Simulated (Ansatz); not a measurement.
# Cl3GeI: the cost of one run

Method: the settings change from run to run; program: Ansatz 0.2.0, Gaussian basis.

## Step 1: The molecule

The geometry comes from an earlier relaxation with PBE0-D4 in a triple-zeta def2 set; it is a stationary point. I takes a core potential in def2 sets; no spin-orbit term is included.

5 atoms, charge 0, spin multiplicity 1.

Atoms are counted from 1 here; the program's logs count them from 0.

Bond lengths: Cl1–Ge2 2.124 Å, Ge2–Cl3 2.124 Å, Ge2–Cl4 2.124 Å, Ge2–I5 2.477 Å. Angles: Cl1–Ge2–Cl3 108.3°, Cl1–Ge2–Cl4 108.3°, Cl1–Ge2–I5 110.6°, Cl3–Ge2–Cl4 108.3°, Cl3–Ge2–I5 110.6°, Cl4–Ge2–I5 110.6°.

## Step 2: wB97M-V/def2-TZVP

This run has unrestricted orbitals, coordinates scaled by 0.96, relativity set to scalar.

Contents of in.yaml:

```yaml
crystal:
  periodic: [false, false, false]
  atoms:
    - {symbol: Cl, position_ang: [-1.347640, -0.621329, 1.411729]}
    - {symbol: Ge, position_ang: [0.011800, -0.059009, -0.000655]}
    - {symbol: Cl, position_ang: [1.870421, -0.588706, 0.650547]}
    - {symbol: Cl, position_ang: [-0.383860, -1.086401, -1.717348]}
    - {symbol: I, position_ang: [-0.102818, 2.284692, -0.384113]}
basis:
  gaussian: {orbitals: def2-TZVP}
magnetization: {spin_polarized: true, initial_magnetization: 0}
hamiltonian: {xc: {name: wB97M-V}, pseudopotentials: {relativity: scalar}}
```

Command:

```
$ ansatz run in.yaml --threads 4 --pin off --events-out ev --progress --plain --max-ram 10444MiB
```

Q: Estimate wall time and peak memory on 4 threads of Arm Neoverse V1, shared host.

About 22 s, with a peak of 1.5 GiB.
